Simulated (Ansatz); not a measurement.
**C2H9FSi2: a ladder of functionals and wavefunction methods**

One table from this session's results is given with a row withheld; the runs are named, their logs left out.

Program: Ansatz 0.2.0, Gaussian basis. Level of theory: functionals in def2-TZVPP, the program's frozen cores in correlated methods. These are calculated values, not measurements.

Plan: LDA (SPW92), PBE-D4, revPBE-D4, BLYP-D4, r2SCAN-D4, B97M-V, PBE0-D4, B3LYP-D4, r2SCANh-D4, r2SCAN0-D4, HSE06-D4, BHLYP-D4, CAM-B3LYP-D4, LC-ωPBE, ωB97X-V, ωB97M-V, B2PLYP, PBE-QIDH; CCSD(T)/def2-SVP; CCSD(T)/def2-TZVPP; MP2/def2-QZVPP; extrapolation to the limit; RPA on PBE.

### The geometry

All runs share one geometry, relaxed beforehand with PBE0-D4 in a triple-zeta def2 set.

SMILES `CC[SiH](F)[SiH3]`, 14 atoms, charge 0, spin multiplicity 1.

Atoms are counted from 1 here; the program's logs count them from 0.

Bond lengths: C1–C2 1.527 Å, C1–H6 1.093 Å, C1–H7 1.093 Å, C1–H8 1.092 Å, C2–Si3 1.866 Å, C2–H9 1.096 Å, C2–H10 1.097 Å, Si3–F4 1.612 Å, Si3–Si5 2.346 Å, Si3–H11 1.491 Å, Si5–H12 1.490 Å, Si5–H13 1.488 Å, Si5–H14 1.487 Å. Angles: C2–C1–H6 111.4°, C2–C1–H7 111.3°, C2–C1–H8 111.3°, H6–C1–H7 107.6°, H6–C1–H8 107.6°, H7–C1–H8 107.4°, C1–C2–Si3 113.7°, C1–C2–H9 110.6°, C1–C2–H10 110.7°, Si3–C2–H9 108.5°, Si3–C2–H10 107.1°, H9–C2–H10 105.9°, C2–Si3–F4 108.7°, C2–Si3–Si5 112.6°, C2–Si3–H11 109.8°, F4–Si3–Si5 108.6°, F4–Si3–H11 106.4°, Si5–Si3–H11 110.5° and more.

The first run:

in.yaml

```yaml
crystal:
  periodic: [false, false, false]
  atoms:
    - {symbol: C, position_ang: [-1.456425, 1.652832, 0.711828]}
    - {symbol: C, position_ang: [-0.157363, 0.854729, 0.620561]}
    - {symbol: Si, position_ang: [-0.254098, -0.606048, -0.536010]}
    - {symbol: F, position_ang: [-0.644260, -0.075597, -2.007532]}
    - {symbol: Si, position_ang: [1.773717, -1.777901, -0.678272]}
    - {symbol: H, position_ang: [-1.358079, 2.496573, 1.399169]}
    - {symbol: H, position_ang: [-2.281335, 1.030774, 1.068173]}
    - {symbol: H, position_ang: [-1.745115, 2.052310, -0.262825]}
    - {symbol: H, position_ang: [0.669143, 1.497981, 0.298979]}
    - {symbol: H, position_ang: [0.129037, 0.467596, 1.606372]}
    - {symbol: H, position_ang: [-1.355022, -1.516370, -0.109774]}
    - {symbol: H, position_ang: [2.126244, -2.301744, 0.671008]}
    - {symbol: H, position_ang: [2.869572, -0.879367, -1.133474]}
    - {symbol: H, position_ang: [1.670882, -2.924867, -1.619404]}
basis:
  gaussian: {orbitals: def2-TZVPP}
hamiltonian: {xc: lda}
output: {orbitals: {seedname: orbitals}}
```

Among the steps run: LDA; PBE-D4 (GGA); revPBE-D4 (GGA); BLYP-D4 (GGA); r2SCAN-D4 (meta-GGA); B97M-V (meta-GGA); PBE0-D4 (hybrid); B3LYP-D4 (hybrid); r2SCANh-D4 (hybrid); r2SCAN0-D4 (hybrid); HSE06-D4 (hybrid); BHLYP-D4 (hybrid); CAM-B3LYP-D4 (range-separated); LC-ωPBE-D4 (range-separated; the results give it without D4); ωB97X-V (range-separated); ωB97M-V (range-separated); B2PLYP (double hybrid); PBE-QIDH (double hybrid).

One table of the session follows, with a row left open; its other results are not shown here.

It belongs to the step «Frontier levels by functional». 

| functional | HOMO (eV) | gap (eV) |
| --- | --- | --- |
| LDA (SPW92) | -6.86 | 5.55 |
| PBE-D4 | -6.77 | 5.68 |
| revPBE-D4 | -6.73 | 5.74 |
| BLYP-D4 | -6.66 | 5.73 |
| r2SCAN-D4 | -7.04 | 6.25 |
| B97M-V | -7.16 | 6.16 |
| PBE0-D4 | -7.96 | 7.73 |
| B3LYP-D4 | -7.77 | 7.36 |
| r2SCANh-D4 | -7.47 | 6.98 |
| r2SCAN0-D4 | -8.13 | 8.08 |
| HSE06-D4 | -7.56 | 6.96 |
| BHLYP-D4 | -9.07 | 9.78 |
| CAM-B3LYP-D4 | -9.27 | 10.11 |
| LC-ωPBE | -10.56 | 12.53 |
| ωB97X-V | -10.24 | 12.08 |
| ωB97M-V | ? | ? |

Q: Estimate the row for ωB97M-V from the others.

**Answer.** HOMO (eV): -10.02; gap (eV): 11.56. In the column «HOMO (eV)» it lies between ωB97X-V (-10.24) and CAM-B3LYP-D4 (-9.27).
